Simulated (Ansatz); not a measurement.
**C₂H₅BO: how energies converge with the basis set**

The task here is to estimate one member of a computed series from the others.

Method: one geometry, several basis sets; program: Ansatz 0.2.0, Gaussian basis.

Levels to be run: PBE0-D4/def2-SVP; ωB97M-V/def2-SVP; PBE0-D4/def2-QZVPP; ωB97M-V/def2-QZVPP; the functionals' def2-TZVPP values are taken from earlier runs.

### Structure used throughout

The geometry comes from an earlier relaxation with PBE0-D4 in a triple-zeta def2 set; it is a stationary point, not always the lowest conformer.

SMILES `BC(C)=O`, 9 atoms, charge 0, spin multiplicity 1.

Atoms are counted from 1 here; the program's logs count them from 0.

Bond lengths: B1–C2 1.522 Å, B1–H5 1.194 Å, B1–H6 1.194 Å, C2–C3 1.468 Å, C2–O4 1.240 Å, C3–H7 1.094 Å, C3–H8 1.091 Å, C3–H9 1.094 Å. Angles: C2–B1–H5 118.6°, C2–B1–H6 118.6°, H5–B1–H6 122.7°, B1–C2–C3 156.3°, B1–C2–O4 78.0°, C3–C2–O4 125.8°, C2–C3–H7 108.7°, C2–C3–H8 111.8°, C2–C3–H9 108.6°, H7–C3–H8 110.6°, H7–C3–H9 106.3°, H8–C3–H9 110.6°.

The first run:

in.yaml reads:

```yaml
crystal:
  periodic: [false, false, false]
  atoms:
    - {symbol: B, position_ang: [-0.709001, 1.125379, -0.832884]}
    - {symbol: C, position_ang: [0.113221, 0.029250, -0.171002]}
    - {symbol: C, position_ang: [0.459154, -0.950497, 0.865808]}
    - {symbol: O, position_ang: [0.754361, 0.240382, -1.211612]}
    - {symbol: H, position_ang: [-1.612712, 0.809066, -1.546393]}
    - {symbol: H, position_ang: [-0.476466, 2.262269, -0.551379]}
    - {symbol: H, position_ang: [-0.381861, -1.638194, 0.992549]}
    - {symbol: H, position_ang: [1.369459, -1.498315, 0.619047]}
    - {symbol: H, position_ang: [0.572444, -0.425638, 1.818767]}
basis:
  gaussian: {orbitals: def2-SVP}
hamiltonian: {xc: pbe0, dispersion: d4}
output: {orbitals: {seedname: orbitals}}
```

The run is started by

```sh
> ansatz run in.yaml --threads 2 --pin off --events-out ev --progress --plain --max-ram 4352MiB
```

Steps of the session up to this table: PBE0-D4 in def2-SVP; ωB97M-V in def2-SVP; PBE0-D4 in def2-QZVPP; ωB97M-V in def2-QZVPP.

One table of the session follows, with a row left open; its other results are not shown here.

It belongs to the step «Functionals by basis». 

| functional | basis | HOMO (eV) |
| --- | --- | --- |
| PBE0-D4 | def2-SVP | ? |
| PBE0-D4 | def2-TZVPP | -8.00 |
| PBE0-D4 | def2-QZVPP | -8.01 |
| ωB97M-V | def2-SVP | -10.30 |
| ωB97M-V | def2-TZVPP | -10.35 |
| ωB97M-V | def2-QZVPP | -10.36 |

Q: Estimate the row for PBE0-D4, def2-SVP from the others.

**Answer.** HOMO (eV): -7.97. In the column «HOMO (eV)» it is the highest.
